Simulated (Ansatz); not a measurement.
## OSr (charge +1): a ladder of methods at one geometry

Program: the Python package of Ansatz (0.2.0).

`osr.py`
```python
from dataclasses import dataclass

import ansatz as az


@dataclass(frozen=True)
class Options:
    basis: str = "def2-SVP"
    charge: int = 1


cfg = Options()

osr = (
    az.Crystal.molecule()
    .atom("Sr", (0.0, 0.0, 0.0))
    .atom("O", (0.0, 0.0, 2.41))
)

calculation = (
    osr.calculation()
    .basis(gaussian=cfg.basis)
    .charge(cfg.charge)
    .spin("collinear", total=1)
    .accuracy("medium")
    .scf(lower_state_search="off")
)

methods = ["mp2", "ccsd", "ccsd_t", "ccsdt_q"]
reports = [calculation.correlation(m).run(threads=1).report for m in methods]
print(f"Hartree-Fock reference {reports[0]['reference_energy_ev'] / 27.211386246:.6f} Ha")
best = reports[-1]["free_energy_ev"] - reports[-1]["reference_energy_ev"]
for method, each in zip(methods, reports):
    gained = each["free_energy_ev"] - each["reference_energy_ev"]
    print(f"{method:8s} total {each['free_energy_ev'] / 27.211386246:.6f} Ha  correlation {gained:9.4f} eV  ({100 * gained / best:.1f} % of the last)")
```

```console
$ python osr.py
Hartree-Fock reference -104.923628 Ha
mp2      total -105.130277 Ha  correlation   -5.6232 eV  (91.0 % of the last)
ccsd     total -105.144373 Ha  correlation   -6.0068 eV  (97.2 % of the last)
ccsd_t   total -105.149412 Ha  correlation   -6.1439 eV  (99.4 % of the last)
ccsdt_q  total -105.150753 Ha  correlation   -6.1803 eV  (100.0 % of the last)
```

Reading the output:
- These settings explore the input space; basis and method may be short of convergence.
- The geometry is a force-field or estimated start, not a minimum of this method, and the basis set is short of its limit. A lower total doesn't mark the better method: functionals have no common bound, and MP2 and coupled cluster aren't variational.
- def2 sets replace the cores of elements past krypton by effective core potentials.
- The species is open-shell (spin multiplicity 2).
- Inner cores stay frozen; a filled d shell under the valence of the heavier atoms is correlated with it.
- The spin state was assumed, and another may lie lower.
- Wall time of the script: 27 s on 1 thread of Arm Neoverse V2, with other jobs on the host, peak memory 0.44 GiB.
